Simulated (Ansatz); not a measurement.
**ClFGaHO: small, medium and large basis sets**

An exercise on one series of results from a longer session: the logs are not shown, and one member is left open.

Computed with Ansatz 0.2.0, Gaussian basis. Level: one geometry, several basis sets.

Levels to be run: PBE0-D4/def2-SVP; ωB97M-V/def2-SVP; PBE0-D4/def2-QZVPP; ωB97M-V/def2-QZVPP; the functionals' def2-TZVPP values are taken from earlier runs.

## The geometry

The geometry comes from an earlier relaxation with PBE0-D4 in a triple-zeta def2 set; it is a stationary point.

SMILES `[OH][Ga]([F])[Cl]`, 5 atoms, charge 0, spin multiplicity 1.

Atoms are counted from 1 here; the program's logs count them from 0.

Bond lengths: O1–Ga2 1.761 Å, O1–H5 0.961 Å, Ga2–F3 1.733 Å, Ga2–Cl4 2.115 Å. Angles: Ga2–O1–H5 113.2°, O1–Ga2–F3 117.4°, O1–Ga2–Cl4 124.1°, F3–Ga2–Cl4 118.5°.

The first run:

Contents of in.yaml:

```yaml
crystal:
  periodic: [false, false, false]
  atoms:
    - {symbol: O, position_ang: [-0.411413, -1.212907, 0.567401]}
    - {symbol: Ga, position_ang: [0.024731, 0.193997, -0.397177]}
    - {symbol: F, position_ang: [-0.341784, 0.143651, -2.089773]}
    - {symbol: Cl, position_ang: [0.960318, 1.923072, 0.382341]}
    - {symbol: H, position_ang: [-0.181951, -1.121412, 1.495807]}
basis:
  gaussian: {orbitals: def2-SVP}
hamiltonian: {xc: pbe0, dispersion: d4}
output: {orbitals: {seedname: orbitals}}
```

Steps of the session up to this table: PBE0-D4 in def2-SVP; ωB97M-V in def2-SVP; PBE0-D4 in def2-QZVPP; ωB97M-V in def2-QZVPP.

One table of the session follows, with a row left open; its other results are not shown here.

It belongs to the step «Density functionals: the series». 

```
functional       basis  HOMO (eV)  LUMO (eV)
   PBE0-D4    def2-SVP      -9.48      -1.49
   PBE0-D4  def2-TZVPP          ?          ?
   PBE0-D4  def2-QZVPP      -9.69      -1.78
   ωB97M-V    def2-SVP     -11.73       0.46
   ωB97M-V  def2-TZVPP     -11.96       0.27
   ωB97M-V  def2-QZVPP     -12.01      -0.02
```

Estimate the missing values for PBE0-D4, def2-TZVPP.

**Answer.** HOMO (eV): -9.65; LUMO (eV): -1.65. In the column «HOMO (eV)» it lies between PBE0-D4, def2-QZVPP (-9.69) and PBE0-D4, def2-SVP (-9.48).
